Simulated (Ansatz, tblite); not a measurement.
**Cu(PF3)H (CuF3HP): rung by rung**

The task here is to estimate one member of a computed series from the others.

Method: as each input shows; program: Ansatz 0.2.0, Gaussian basis.

Plan: GFN1-xTB, GFN2-xTB, PBE-D4/def2-TZVP, r2SCAN-D4/def2-TZVP, HSE06-D4/def2-TZVP, LDA/def2-TZVP, PBE-QIDH/def2-TZVP, revPBE-D4/def2-TZVP, B3LYP-D4/def2-TZVP, HF/def2-TZVP, LC-ωPBE/def2-TZVP, PBE-D4/def2-SVP, PBE0-D4/def2-SVP, HF/6-31G, B3LYP-D4/6-31G, PBE0-D4/def2-TZVPD, PBE-D4/def2-TZVPD, r2SCAN-D4/def2-TZVPD, CCSD(T)/def2-TZVPP, MP2/def2-TZVP, RPA/def2-TZVP.

**The structure**

The geometry is that of the singlet, from an earlier relaxation (PBE0-D4/def2-SVP).

6 atoms, charge 0, spin multiplicity 1.

Bond lengths: Cu1–P2 2.185 Å, Cu1–H6 1.526 Å, P2–F3 1.578 Å, P2–F4 1.578 Å, P2–F5 1.578 Å. Angles: P2–Cu1–H6 179.5°, Cu1–P2–F3 118.9°, Cu1–P2–F4 118.4°, Cu1–P2–F5 118.7°, F3–P2–F4 98.9°, F3–P2–F5 98.9°, F4–P2–F5 98.9°.

As a file:

```csv
atom,x (Å),y (Å),z (Å)
Cu1,-0.01215,0.01265,-1.58067
P2,0.00231,0.00009,0.60402
F3,0.13005,1.37183,1.37389
F4,1.14259,-0.80187,1.34351
F5,-1.24644,-0.59171,1.36615
H6,-0.01636,0.00900,-3.10690
```

Formally the metal is d10. No spin-orbit coupling is included.

PBE0-D4/def2-TZVP was run before; its log isn't repeated, and its numbers join the tables.

The first run:

Tight binding, by tblite at 300 K electronic temperature and without a spin-polarisation term:

```python
tblite.interface.Calculator('GFN1-xTB', numbers, positions, charge=0, uhf=0).singlepoint()
```

Tight binding, by tblite at 300 K electronic temperature and without a spin-polarisation term:

```python
tblite.interface.Calculator('GFN2-xTB', numbers, positions, charge=0, uhf=0).singlepoint()
```

start.molden holds the orbitals of an earlier run on this state, given as this run's starting guess.

File in.yaml:

```yaml
crystal:
  periodic: [false, false, false]
  atoms:
    - {symbol: Cu, position_ang: [-0.012148, 0.012653, -1.580670]}
    - {symbol: P, position_ang: [0.002307, 0.000092, 0.604017]}
    - {symbol: F, position_ang: [0.130051, 1.371828, 1.373885]}
    - {symbol: F, position_ang: [1.142590, -0.801868, 1.343512]}
    - {symbol: F, position_ang: [-1.246437, -0.591708, 1.366146]}
    - {symbol: H, position_ang: [-0.016362, 0.009002, -3.106901]}
basis:
  gaussian: {orbitals: def2-TZVP, initial_orbitals: start.molden}
hamiltonian: {xc: pbe, dispersion: d4}
scf: {omitted_lower_state_checks: [starts]}
output: {orbitals: {seedname: orbitals}}
```

Run with:

```
ansatz run in.yaml --threads 4 --pin off --events-out ev --progress --plain --max-ram 3916MiB
```

Steps of the session up to this table: PBE-D4/def2-TZVP; r2SCAN-D4/def2-TZVP; HSE06-D4/def2-TZVP; LDA/def2-TZVP; PBE-QIDH/def2-TZVP; revPBE-D4/def2-TZVP; B3LYP-D4/def2-TZVP; HF/def2-TZVP; LC-ωPBE/def2-TZVP; PBE-D4/def2-SVP; PBE0-D4/def2-SVP; HF/6-31G; B3LYP-D4/6-31G; PBE0-D4/def2-TZVPD; PBE-D4/def2-TZVPD; r2SCAN-D4/def2-TZVPD; CCSD(T)/def2-TZVPP; MP2/def2-TZVP; RPA/def2-TZVP.

One of the session's tables, all rows but one given; the rest of the session is left out.

```
               level  HOMO (eV)  gap (eV)
            HF/6-31G      -9.12      9.88
        HF/def2-TZVP          ?         ?
       LDA/def2-TZVP      -6.15      3.25
     PBE-D4/def2-SVP      -5.66      3.43
    PBE-D4/def2-TZVP      -5.93      3.31
   PBE-D4/def2-TZVPD      -5.97      3.16
 revPBE-D4/def2-TZVP      -5.84      3.33
 r2SCAN-D4/def2-TZVP      -6.05      3.59
r2SCAN-D4/def2-TZVPD      -6.08      3.45
      B3LYP-D4/6-31G      -6.62      4.40
  B3LYP-D4/def2-TZVP      -6.85      4.86
    PBE0-D4/def2-SVP      -6.74      5.28
   PBE0-D4/def2-TZVP      -6.96      5.18
  PBE0-D4/def2-TZVPD      -6.99      4.99
  HSE06-D4/def2-TZVP      -6.54      4.39
   LC-ωPBE/def2-TZVP      -9.68     10.21
```

Estimate the missing values for HF/def2-TZVP.

As computed: HOMO (eV): -9.22; gap (eV): 10.91. In the column «HOMO (eV)» it lies between LC-ωPBE/def2-TZVP (-9.68) and HF/6-31G (-9.12).
